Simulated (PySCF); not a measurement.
# MoO2: structure of the triplet

The task is one start of a wider search on MoO2: the triplet, from a bent start. It is relaxed, tested by its Hessian and followed downhill if it is a saddle.

The runs use PySCF 2.14.0; B3LYP, basis Mo def2-TZVP with ECP28, O def2-TZVP, scalar-relativistic core potentials, no spin–orbit coupling, density fitting.

## 1. Starting geometry

3 atoms, charge 0, spin multiplicity 3.

Bond lengths: Mo1–O2 1.780 Å, Mo1–O3 1.780 Å. Angles: O2–Mo1–O3 110.0°.

Z-matrix (Å, degrees; charge 0 multiplicity 3):
```
Mo
O  1 1.7800
O  1 1.7800 2 110.00
```

## 2. First SCF at the start

One driver script runs all steps and calls PySCF; scf.py shows how it sets up the SCF of each step. The optimiser is the driver's own. After this first run the driver tries any further starts and a stability analysis.

Contents of scf.py:

```python
from pyscf import gto, scf, dft
mol = gto.M(atom='''
Mo     0.000000     0.000000     0.000000
O      1.458100     0.000000     1.021000
O     -1.458100     0.000000     1.021000''',
    basis={'Mo': 'def2-TZVP', 'O': 'def2-TZVP'},
    ecp={'Mo': 'def2-TZVP'},
    charge=0, spin=2)
mf = dft.UKS(mol, xc='B3LYP')
mf.grids.atom_grid = (50, 194)
aux = {'Mo': 'def2-universal-JKFIT', 'O': 'def2-universal-JKFIT'}
mf = mf.density_fit(auxbasis=aux)
mf.conv_tol = 1e-08
mf.diis_space = 10
mf.max_cycle = 60
mf.init_guess = 'minao'
mf.verbose = 4
mf.kernel()
```

On the command line:

```bash
$ OMP_NUM_THREADS=4 python axn.py task.json out
```

The runs that follow: Relaxation: bent start, triplet; Frequencies.

**Question.** What will these runs give? Wanted: minimum; geometry; wavenumbers; dipole moment; highest occupied, lowest empty level; polar-tensor charge of Mo1; zero-point energy; atomisation energy; ⟨S²⟩.

As calculated:

| quantity | value |
| --- | --- |
| minimum | triplet, C2v |
| geometry | Mo–O 1.697 Å (×2); O–Mo–O 114.5° |
| wavenumbers (cm⁻¹) | 308 (a1), 955 (b2), 1010 (a1) |
| dipole moment | 4.51 D |
| highest occupied, lowest empty level (either spin) | -6.44, -3.86 eV |
| polar-tensor charge of Mo1 | +1.48 e |
| zero-point energy | 13.6 kJ/mol |
| entropy at 298.15 K | 276.4 J/(mol K) |
| atomisation energy (no zero-point energy) | 1150 kJ/mol |
| ⟨S²⟩ | 2.009 |

The bent start keeps its C2v symmetry and ends in a minimum. The strongest infrared band lies at 955 cm⁻¹ (b2, stretch). Most of the spin sits on Mo1 (Mulliken spin 1.96, against 2 for the whole molecule). Other starts or spin states, not run here, may lie lower. One determinant may miss the lowest occupation of an open d or f shell.
